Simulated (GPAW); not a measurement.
Write an ASE script for GPAW 26.7.0 that does the following.

```yaml
Task: single point
Functional: PBE
Potentials_or_basis: GPAW PAW data sets (gpaw-data 1.2.1)
Cutoff: 600 eV
Basis: pw
k_mesh: 7 × 7 × 3
Occupations: fermi-dirac, width 0.05 eV
Spin: no spin polarisation
Maxiter: 120
Convergence: default
```

ZrSiO:

```
CELL_PARAMETERS angstrom
3.31999 0.00000 0.00000
0.00000 3.31999 0.00000
0.00000 0.00000 7.35184
ATOMIC_POSITIONS crystal
Zr 0.50000 0.00000 0.30841
Zr 0.00000 0.50000 0.69159
Si 0.00000 0.00000 0.00000
Si 0.50000 0.50000 0.00000
O 0.50000 0.00000 0.61129
O 0.00000 0.50000 0.38871
```

The cell comes from a database or a generator and needn't be the stable form of this composition.

These files were run (other wordings do the same):

run.py

```python
from ase import Atoms
from ase.dft.bandgap import bandgap
from ase.io import write
from ase.units import GPa
from gpaw import GPAW, PW

atoms = Atoms(['Zr', 'Zr', 'Si', 'Si', 'O', 'O'],
              cell=[[3.31999, 0.0, 0.0],
                    [0.0, 3.31999, 0.0],
                    [0.0, 0.0, 7.351845]],
              scaled_positions=[[0.5, 0.0, 0.30841],
                                [0.0, 0.5, 0.69159],
                                [0.0, 0.0, 0.0],
                                [0.5, 0.5, 0.0],
                                [0.5, 0.0, 0.611294],
                                [0.0, 0.5, 0.388706]],
              pbc=True)

calc = GPAW(mode=PW(600),
            xc='PBE',
            kpts={'size': (7, 7, 3), 'gamma': True},
            occupations={'name': 'fermi-dirac', 'width': 0.05},
            nbands=41,
            maxiter=120,
            txt='gpaw.txt')
atoms.calc = calc
energy = atoms.get_potential_energy()
forces = atoms.get_forces()
stress = atoms.get_stress()
calc.write('gs.gpw')
write('result.traj', atoms)
print(f'Energy: {energy:.6f} eV')
print('Forces (eV/A):')
print(forces.round(4))
print('Stress (GPa):', (stress / GPa).round(3))
print('Fermi level:', round(calc.get_fermi_level(), 4), 'eV')
print(f'Gap: {bandgap(calc)[0]:.4f} eV, direct: {bandgap(calc, direct=True)[0]:.4f} eV')
```

Potentials or basis: GPAW PAW data sets (gpaw-data 1.2.1), pw.

The run is started by

```bash
$ OMP_NUM_THREADS=1 python run.py
```

Results of the run:

* Pressure: -4.4 GPa
* Largest force: 0.188 eV/Å
* Band gap on the k mesh: none (metal or under the smearing width)

Caveat: the cutoff is short for stress and forces, so pressures can be off by a GPa or more.

Wall time 42 s on 1 thread of Arm Neoverse V1, on a shared host, peak memory 0.21 GiB.
